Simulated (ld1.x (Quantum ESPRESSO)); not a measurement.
# A PAW potential for Cu, from input to tests

Task: generate the file, and judge it by its errors in other configurations, its logarithmic derivatives, its ghosts and its cutoff.

The numbers are computed with ld1.x (Quantum ESPRESSO) 7.5 (PBE, scalar-relativistic, spin-unpolarised reference atom).

## 1. Starting point

The settings as typed:

```
element                 : copper (Cu, Z = 29)
type                    : PAW
frozen core             : [Ne]
valence charge          : 19
reference configuration : 3s2 3p6 3d10 4s1 4p0
partial waves           : 3s (bound): rcut 1.10, rcutus 1.30 bohr; 4s (bound): rcut 1.10, rcutus 1.30 bohr; 3p (bound): rcut 1.15, rcutus 1.55 bohr; 4p (bound, empty): rcut 1.15, rcutus 1.55 bohr; 3d (bound): rcut 1.30, rcutus 1.70 bohr; 3d channel at 1.25 Ry: rcut 1.30, rcutus 1.70 bohr
local potential         : all-electron potential smoothed inside 1.15 bohr (lloc = -1)
core correction         : Bessel-smoothed model core, default radius (core density twice the valence density)
augmentation charge     : PSQ, radius 0.80 bohr
```

The nodes and maxima of the atom's own shells, from an earlier all-electron run, set the scale for the radii.

All-electron outer shells of the reference configuration (PBE, scalar-relativistic, ld1.x):

```csv
shell,level (eV),outermost node (bohr),outermost maximum (bohr)
2s,-1062.47,0.07,0.20
2p,-916.98,–,0.16
3s,-114.70,0.29,0.61
3p,-72.14,0.26,0.62
3d,-5.04,–,0.60
4s,-4.61,0.89,2.27
4p,-0.70,0.97,3.65
```

## 2. The generation run

Input file Cu.in:

```
 &input
   title='Cu', zed=29., rel=1, dft='PBE', iswitch=3,
   config='[Ar] 3d10 4s1 4p0',
   nld=3, rlderiv=1.85, eminld=-10.0, emaxld=5.0, deld=0.04
 /
 &inputp
   pseudotype=3, lpaw=.true., tm=.true., lloc=-1, rcloc=1.15,
   nlcc=.true., new_core_ps=.true.,
   which_augfun='PSQ', rmatch_augfun=0.80,
   file_pseudopw='Cu.UPF', file_wfcaegen='ae.wfc', file_wfcncgen='nc.wfc', file_beta='beta', file_chi='chi', file_wfcusgen='us.wfc'
 /
6
3S  1  0   2.00   0.00  1.10  1.30  0.0
4S  2  0   1.00   0.00  1.10  1.30  0.0
3P  2  1   6.00   0.00  1.15  1.55  0.0
4P  3  1   0.00   0.00  1.15  1.55  0.0
3D  3  2  10.00   0.00  1.30  1.70  0.0
3D  3  2   0.00   1.25  1.30  1.70  0.0
 &test
   configts(1)='3s2 3p6 3d10 4s1 4p0'
 /
```

On the command line:

```sh
$ ld1.x < Cu.in > Cu.out
```

Output in Cu.out (without the banner and most projector matrices):

```text
     Program LD1 v.7.5
     --------------------------- All-electron run ----------------------------

     Cu
     scalar relativistic calculation

     atomic number is 29.00
     dft =PBE   lsd =0 sic =0 latt =0  beta=0.20 tr2=1.0E-14
     Exchange-correlation= PBE
                           (   1   4   3   4   0   0   0)
     mesh =1199 r(mesh) = 100.25372 a.u. xmin = -7.00 dx = 0.01250
     1 Ry =  13.60569312 eV, c = 137.03599908

     n l     nl                  e(Ry)          e(Ha)          e(eV)
     1 0     1S 1( 2.00)      -650.5489      -325.2745     -8851.1694
     2 0     2S 1( 2.00)       -78.0904       -39.0452     -1062.4738
     2 1     2P 1( 6.00)       -67.3965       -33.6983      -916.9763
     3 0     3S 1( 2.00)        -8.4305        -4.2153      -114.7030
     3 1     3P 1( 6.00)        -5.3024        -2.6512       -72.1430
     3 2     3D 1(10.00)        -0.3703        -0.1851        -5.0378
     4 0     4S 1( 1.00)        -0.3388        -0.1694        -4.6093
     4 1     4P 1( 0.00)        -0.0512        -0.0256        -0.6967

     final scf error:  5.3E-15 reached in  32 iterations

     Etot =   -3309.701531 Ry,   -1654.850765 Ha,  -45030.783357 eV

     Ekin =    3358.932341 Ry,    1679.466170 Ha,   45700.602648 eV
     Encl =   -7969.314771 Ry,   -3984.657386 Ha, -108428.051175 eV
     Eh   =    1435.751702 Ry,     717.875851 Ha,   19534.397054 eV
     Exc  =    -135.070802 Ry,     -67.535401 Ha,   -1837.731883 eV

     normalization and overlap integrals

     s(1S/1S) =  1.000000  <r> =   0.0521  <r2> =    0.0037  r(max) =   0.0341
     s(2S/2S) =  1.000000  <r> =   0.2352  <r2> =    0.0653  r(max) =   0.1960
     s(2P/2P) =  1.000000  <r> =   0.2064  <r2> =    0.0523  r(max) =   0.1585
     s(3S/3S) =  1.000000  <r> =   0.7119  <r2> =    0.5863  r(max) =   0.6112
     s(3P/3P) =  1.000000  <r> =   0.7494  <r2> =    0.6650  r(max) =   0.6189
     s(3D/3D) =  1.000000  <r> =   1.0474  <r2> =    1.5756  r(max) =   0.6036
     s(4S/4S) =  1.000000  <r> =   2.9362  <r2> =   10.2155  r(max) =   2.2710
     s(4P/4P) =  1.000000  <r> =   5.1791  <r2> =   33.4210  r(max) =   3.6517

     ------------------------ End of All-electron run ------------------------

     --------------------- Generating PAW atomic setup --------------------

      Generating local potential from pseudized AE potential:
      Matching radius rcloc =   1.1500

      Local pseudo, rcloc= 1.142 Estimated cut-off energy=    19.22 Ry

      Computing core charge for nlcc:

       r > 0.33 : true rho core
      Core charge pseudized with two Bessel functions
      Integrated core pseudo-charge :   7.53
      Wfc-us  3S rcutus= 1.294  Estimated cut-off energy=    32.97 Ry
      Wfc-us  4S rcutus= 1.294  Estimated cut-off energy=    67.85 Ry
      Wfc-us  3P rcutus= 1.541  Estimated cut-off energy=    36.58 Ry
      Wfc-us  4P rcutus= 1.541  Estimated cut-off energy=    69.31 Ry
      Wfc-us  3D rcutus= 1.704  Estimated cut-off energy=    40.24 Ry
      Wfc-us  3D rcutus= 1.704  Estimated cut-off energy=    73.17 Ry

     Required augmentation: PSQ   radius:    0.800000

     Q pseudized with Bessel functions
     Expected ecutrho=     669.8081 due to l1=  1   l2=  2

     Estimated PAW energy = -486.614931 Ryd

     The PAW screened D coefficients
     2.49219     3.16640     0.00000     0.00000     0.00000     0.00000
     3.16640     1.24593     0.00000     0.00000     0.00000     0.00000
     0.00000     0.00000    -4.23012     0.24759     0.00000     0.00000
     0.00000     0.00000     0.24759    -0.15998     0.00000     0.00000
     0.00000     0.00000     0.00000     0.00000    -1.02530    -0.67961
     0.00000     0.00000     0.00000     0.00000    -0.67961    -3.43308

     The PAW descreened D coefficients (US)
     0.15619    -1.12860     0.00000     0.00000     0.00000     0.00000
    -1.12860    -1.52351     0.00000     0.00000     0.00000     0.00000
     0.00000     0.00000     4.59752    -0.50647     0.00000     0.00000
     0.00000     0.00000    -0.50647    -1.28337     0.00000     0.00000
     0.00000     0.00000     0.00000     0.00000     7.23096     2.13486
     0.00000     0.00000     0.00000     0.00000     2.13486    -4.55625

     ------------------- End of pseudopotential generation -------------------

     [... the all-electron block is printed once more ...]


     Computing logarithmic derivative in   1.84776
     Computing logarithmic derivative in   1.84776
     Computing the partial wave expansion
     R is outside the sphere for l=    0 j= 0.00
     R is outside the sphere for l=    0 j= 0.00
     R is outside the sphere for l=    1 j= 0.00
     R is outside the sphere for l=    1 j= 0.00
     R is outside the sphere for l=    2 j= 0.00
     R is outside the sphere for l=    2 j= 0.00

     ---------------------- Testing the pseudopotential ----------------------

     Cu
     scalar relativistic calculation

     atomic number is 29.00   valence charge is 19.00
     dft = SLA  PW   PBX  PBC   lsd =0 sic =0 latt =0  beta=0.20 tr2=1.0E-14
     mesh =1199 r(mesh) = 100.25372 xmin = -7.00 dx = 0.01250

     n l     nl             e AE (Ry)        e PS (Ry)    De AE-PS (Ry)
     1 0     3S   1( 2.00)       -8.43051       -8.43056        0.00004
     2 1     3P   1( 6.00)       -5.30241       -5.30246        0.00005
     3 2     3D   1(10.00)       -0.37027       -0.37031        0.00005
     2 0     4S   1( 1.00)       -0.33878       -0.33880        0.00003
     3 1     4P   1( 0.00)       -0.05121       -0.05125        0.00004

     eps = 3.8E-15  iter =  9

     Etot =   -3309.701531 Ry,   -1654.850765 Ha,  -45030.783357 eV
     Etotps =  -486.614924 Ry,    -243.307462 Ha,   -6620.733327 eV

     Ekin =     438.298834 Ry,     219.149417 Ha,    5963.359434 eV
     Encl =   -1143.121096 Ry,    -571.560548 Ha,  -15552.954835 eV
     Ehrt =     353.278146 Ry,     176.639073 Ha,    4806.594046 eV
     Ecxc =    -135.070809 Ry,     -67.535404 Ha,   -1837.731972 eV
     (Ecc =     -45.154054 Ry,     -22.577027 Ha,    -614.352204 eV)

     ---------------------- End of pseudopotential test ----------------------
```

Wall time 1.5 s (1 thread of Neoverse-N1, shared host). (Generation and the later configuration tests together.)

All-electron and pseudo partial waves u(r) = r·R(r), from the program's wave files:

```
r (bohr)   3d AE   3d PS    4s AE    4s PS
   0.085  0.0717  0.0010   0.0506  -0.2018
   0.170  0.2941  0.0080   0.1503  -0.3794
   0.255  0.5449  0.0260   0.0459  -0.5123
   0.340  0.7465  0.0584  -0.1023  -0.5875
   0.425  0.8796  0.1065  -0.2080  -0.6010
   0.510  0.9500  0.1690  -0.2508  -0.5575
   0.595  0.9719  0.2427  -0.2396  -0.4691
   0.680  0.9606  0.3223  -0.1906  -0.3516
   0.765  0.9289  0.4017  -0.1195  -0.2221
   0.850  0.8856  0.4746  -0.0376  -0.0947
   0.935  0.8367  0.5355   0.0469   0.0210
   1.020  0.7859  0.5800   0.1292   0.1207
   1.105  0.7356  0.6061   0.2063   0.2048
   1.190  0.6871  0.6137   0.2766   0.2766
   1.275  0.6410  0.6049   0.3394   0.3394
   1.360  0.5977  0.5833   0.3946   0.3946
   1.445  0.5573  0.5532   0.4424   0.4424
   1.530  0.5198  0.5193   0.4832   0.4832
   1.615  0.4851  0.4851   0.5175   0.5175
   1.700  0.4529  0.4529   0.5458   0.5458
   1.785  0.4232  0.4232   0.5688   0.5688
   1.870  0.3956  0.3956   0.5869   0.5869
   1.955  0.3702  0.3702   0.6006   0.6006
   2.040  0.3466  0.3466   0.6104   0.6104
   2.125  0.3247  0.3247   0.6167   0.6167
   2.210  0.3044  0.3044   0.6200   0.6200
```

## 3. Configuration tests

Input file Cu.test.in:

```
 &input
   title='Cu', zed=29., rel=1, dft='PBE', iswitch=2,
   config='[Ar] 3d10 4s1 4p0'
 /
 &test
   file_pseudo='Cu.UPF', nconf=8,
   configts(1)='3s2 3p6 3d10 4s1 4p0',
   configts(2)='3s2 3p6 3d10 4s0 4p0',
   configts(3)='3s2 3p6 3d9 4s0 4p0',
   configts(4)='3s2 3p6 3d8 4s0 4p0',
   configts(5)='3s2 3p6 3d7 4s0 4p0',
   configts(6)='3s1 3p6 3d10 4s1 4p0',
   configts(7)='3s2 3p6 3d9 4s2 4p0',
   configts(8)='3s2 3p6 3d10 4s0 4p1'
 /
```

On the command line:

```sh
$ ld1.x < Cu.test.in > Cu.test.out
```

Cu.test.out, the pseudopotential blocks, cut to the lines that bear on the results:

```text
     ---------------------- Testing the pseudopotential ----------------------

     Cu
     scalar relativistic calculation

     atomic number is 29.00   valence charge is 19.00
     dft =SLA  PW   PBX  PBC   lsd =0 sic =0 latt =0  beta=0.20 tr2=1.0E-14
     mesh =1199 r(mesh) = 100.25372 xmin = -7.00 dx = 0.01250

     n l     nl             e AE (Ry)        e PS (Ry)    De AE-PS (Ry)
     1 0     3S   1( 2.00)       -8.43051       -8.43056        0.00004
     2 1     3P   1( 6.00)       -5.30241       -5.30246        0.00005
     3 2     3D   1(10.00)       -0.37027       -0.37031        0.00005
     2 0     4S   1( 1.00)       -0.33878       -0.33880        0.00003
     3 1     4P   1( 0.00)       -0.05121       -0.05125        0.00004

     eps = 3.8E-15  iter =  9

     Etot =   -3309.701531 Ry,   -1654.850765 Ha,  -45030.783357 eV
     Etotps =  -486.614924 Ry,    -243.307462 Ha,   -6620.733327 eV

     Ekin =     438.298834 Ry,     219.149417 Ha,    5963.359434 eV
     Encl =   -1143.121096 Ry,    -571.560548 Ha,  -15552.954835 eV
     Ehrt =     353.278146 Ry,     176.639073 Ha,    4806.594046 eV
     Ecxc =    -135.070809 Ry,     -67.535404 Ha,   -1837.731972 eV
     (Ecc =     -45.154054 Ry,     -22.577027 Ha,    -614.352204 eV)

     ---------------------- End of pseudopotential test ----------------------

     ---------------------- Testing the pseudopotential ----------------------

     Cu
     [...]
     n l     nl             e AE (Ry)        e PS (Ry)    De AE-PS (Ry)
     1 0     3S   1( 2.00)       -9.06400       -9.06441        0.00041
     2 1     3P   1( 6.00)       -5.93825       -5.93874        0.00049
     3 2     3D   1(10.00)       -1.00387       -1.00397        0.00010
     2 0     4S   1( 0.00)       -0.87409       -0.87414        0.00005
     3 1     4P   1( 0.00)       -0.48142       -0.48185        0.00044

     eps = 2.6E-15  iter = 13

     Etot =   -3309.102669 Ry,   -1654.551334 Ha,  -45022.635421 eV
     Etotps =  -486.015978 Ry,    -243.007989 Ha,   -6612.584246 eV
     dEtot_ae =       0.598862 Ry
     dEtot_ps =       0.598946 Ry,   Delta E=      -0.000084 Ry

     [...]
     ---------------------- End of pseudopotential test ----------------------
```

6 tests gave no usable energy difference (3s2 3p6 3d9 4s0 4p0; 3s2 3p6 3d8 4s0 4p0; 3s2 3p6 3d7 4s0 4p0; 3s1 3p6 3d10 4s1 4p0; others); the test run stopped with "negative rho".

Energies count from the reference configuration 3s2 3p6 3d10 4s1 4p0; the error is all-electron less pseudo.

| valence configuration | charge | ΔE all-electron (eV) | error AE − PS (meV) |
| --- | --- | --- | --- |
| 3s2 3p6 3d10 4s0 4p0 | +1 | 8.148 | -1.1 |

## 4. Scattering by logarithmic derivatives

Taken from the files of the generation run. The phase is arctan(r·u′/u) with u = r·R, unwrapped, with energies in Ry. A pole is an energy at which the radial function vanishes at the test radius. The pseudo phase is shifted by a multiple of π to meet the all-electron one at the reference energy. Levels narrower than the energy grid can be missing from the poles. Left out: s, p, where the overlap operator is not positive , so their phases aren't trusted. The last column is the largest difference on the grid between −1 and +1 Ry.

```tsv
channel	radius (bohr)	reference (Ry)	poles AE	poles PS	window around the reference with phases within 0.05 rad (Ry)	largest difference near zero (rad)
d	1.85	-0.37	0.07	0.07	below 3.1	0.003
```

Phases (rad) along the scan:

```
E (Ry)    d AE    d PS
-10.00   1.404   1.402
 -9.52   1.400   1.398
 -9.04   1.396   1.393
 -8.56   1.391   1.389
 -8.08   1.386   1.384
 -7.60   1.381   1.378
 -7.12   1.375   1.372
 -6.64   1.368   1.365
 -6.16   1.361   1.358
 -5.68   1.353   1.350
 -5.20   1.343   1.341
 -4.72   1.333   1.330
 -4.24   1.320   1.317
 -3.76   1.305   1.302
 -3.28   1.286   1.283
 -2.80   1.263   1.260
 -2.32   1.230   1.226
 -1.84   1.179   1.175
 -1.36   1.083   1.079
 -0.88   0.792   0.789
 -0.40  -0.869  -0.869
  0.08  -1.578  -1.578
  0.56  -1.741  -1.741
  1.04  -1.833  -1.833
  1.52  -1.912  -1.913
  2.00  -2.002  -2.004
  2.48  -2.121  -2.129
  2.96  -2.302  -2.334
  3.44  -2.608  -2.714
  3.92  -3.104  -3.353
  4.40  -3.659  -3.939
  4.88  -4.039  -4.263
```

## 5. Cutoff and ghost test in a Bessel basis

This step uses the generator's waves and projectors in a separate script. Basis: spherical Bessel functions vanishing at 20 bohr, q² up to the cutoff; potential fixed at the reference.

No cutoffs are read. The overlap operator is not positive in s, p (lowest eigenvalue -1.243), so the test is not defined there. The ghost test is not conclusive.

## 6. What came out

| quantity | value |
| --- | --- |
| cutoffs | not determined |
| bound ghosts | not determined |
| largest test error (AE − PS) | -1.1 meV, for 3s2 3p6 3d10 4s0 4p0 (6 tests unsolved) |
| largest phase difference near zero energy, channels read | 0.003 rad |
| lowest eigenvalue of the overlap (Bessel basis) | -1.243 (p) |
| density cutoff estimated by the generator | 670 Ry |

**Reading.** The overlap operator is not positive definite in s, p, so a plane-wave run would break down once the basis is large enough. The worst unpolarised test, 3s2 3p6 3d10 4s0 4p0, is off by 1.1 meV on 8.1 eV; by total energies transferability rates as very good where solved. The test run broke off, so later configurations gave nothing; the verdict rests on few tests. No cutoffs are read. Ghosts could not be judged. Near zero energy the phases of the channels with partial waves that could be evaluated agree within 0.003 rad.
